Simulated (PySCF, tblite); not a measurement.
# C5H16BNO: geometry, infrared bands and NMR shifts

Aim: predict the infrared bands and NMR shifts of C5H16BNO (`C[N@H+]([BH2-]O)C(C)(C)C`).

Computed with tblite 0.8.0 and PySCF 2.14.0, with density-fitted response routines of our own, on a single molecule in the gas phase. Atoms count from 0, in the outputs and in this text.

**1. Starting geometry**

24 atoms, charge 0, multiplicity 1; geometry from: force field or distance geometry start.

Bonds of the start (Å): C0–N1 1.45, N1–B2 1.53, B2–O3 1.45, N1–C4 1.43, C4–C5 1.53, C4–C6 1.51, C4–C7 1.51, C0–H8 1.12, C0–H9 1.11, C0–H10 1.11, N1–H11 1.07, B2–H12 1.19, B2–H13 1.18, O3–H14 1.00, C5–H15 1.12, C5–H16 1.09, C5–H17 1.11, C6–H18 1.10, C6–H19 1.11, C6–H20 1.11, C7–H21 1.10, C7–H22 1.11, C7–H23 1.11.

**2. Optimising the geometry with GFN2-xTB**

What the job is given:

```
{"job": {"kind": "relax", "xc": "GFN2-xTB", "basis": "xTB"}, "charge": 0, "multiplicity": 1}
C      1.142400     0.805100     1.245000
N      0.643000    -0.231500     0.362200
B      1.684400    -0.370800    -0.746300
O      2.469000    -1.565700    -0.495800
C     -0.698600    -0.027500    -0.089500
C     -1.135000    -1.048200    -1.138400
C     -1.721900    -0.151300     1.019900
C     -0.846300     1.361900    -0.663800
H      1.463700     0.324800     2.204500
H      2.064500     1.252700     0.824900
H      0.415800     1.623100     1.401900
H      0.678400    -1.143700     0.912900
H      2.395500     0.580800    -0.788900
H      1.206600    -0.491300    -1.821900
H      2.757100    -1.553000     0.458800
H     -2.249700    -1.021800    -1.146800
H     -0.788200    -0.802000    -2.145800
H     -0.828500    -2.043900    -0.769300
H     -1.675400     0.677800     1.747700
H     -1.588400    -1.142000     1.500900
H     -2.718400    -0.154200     0.523800
H      0.098400     1.674900    -1.123000
H     -1.113800     2.073200     0.150500
H     -1.666400     1.392400    -1.416100
```

The run is started by

```console
OMP_NUM_THREADS=1 python probes_run.py task.json out
```

One launch serves the whole session: the jobs run in the order shown.

**Question.** This job is followed by: GFN2-xTB harmonic vibrations, gas phase; GIAO PBE0/pcSseg-1 NMR shielding, non-relativistic, gas phase. Predict these results of the whole session: strongest single infrared mode (GFN2-xTB); zero-point energy (GFN2-xTB); 13C shifts against TMS (PBE0/pcSseg-1, means over atoms taken as alike); 1H shifts against TMS (PBE0/pcSseg-1, means over atoms taken as alike); 15N shifts against NH3 (PBE0/pcSseg-1); 11B shifts against BF3·OEt2 (PBE0/pcSseg-1); 17O shifts against H2O (PBE0/pcSseg-1).

As calculated:

| quantity | value |
| --- | --- |
| strongest single infrared mode (GFN2-xTB) | 2402 cm⁻¹, 271 km/mol |
| zero-point energy (GFN2-xTB) | 133.6 kcal/mol |
| 13C shifts against TMS (PBE0/pcSseg-1, means over atoms taken as alike) | 53.7, 31.6, 28.5 ppm |
| 1H shifts against TMS (PBE0/pcSseg-1, means over atoms taken as alike) | 3.59, 2.87, 2.43, 1.42, 1.30, 1.30 ppm |
| 15N shifts against NH3 (PBE0/pcSseg-1) | 95.0 ppm |
| 11B shifts against BF3·OEt2 (PBE0/pcSseg-1) | -0.4 ppm |
| 17O shifts against H2O (PBE0/pcSseg-1) | 44.4 ppm |

What this shows: Relaxing lowered the energy by 1.298 eV in 140 steps; the close pair that moved most is N1–B2, from 1.527 to 1.773 Å. No mode is imaginary among the 66: a minimum at this level. The strongest single mode, at 2402 cm⁻¹, moves mainly H12. GFN2-xTB is a fitted tight-binding method: band positions and strengths are rough. Its intensities can rank the bands wrongly. The most deshielded carbon is C4 (fully substituted sp3 carbon bonded to N), at 53.7 ppm: deshielded by the electronegative neighbour. At PBE0/pcSseg-1: The widest tensor belongs to N1: span 105 ppm, with a paramagnetic part of -152 ppm.
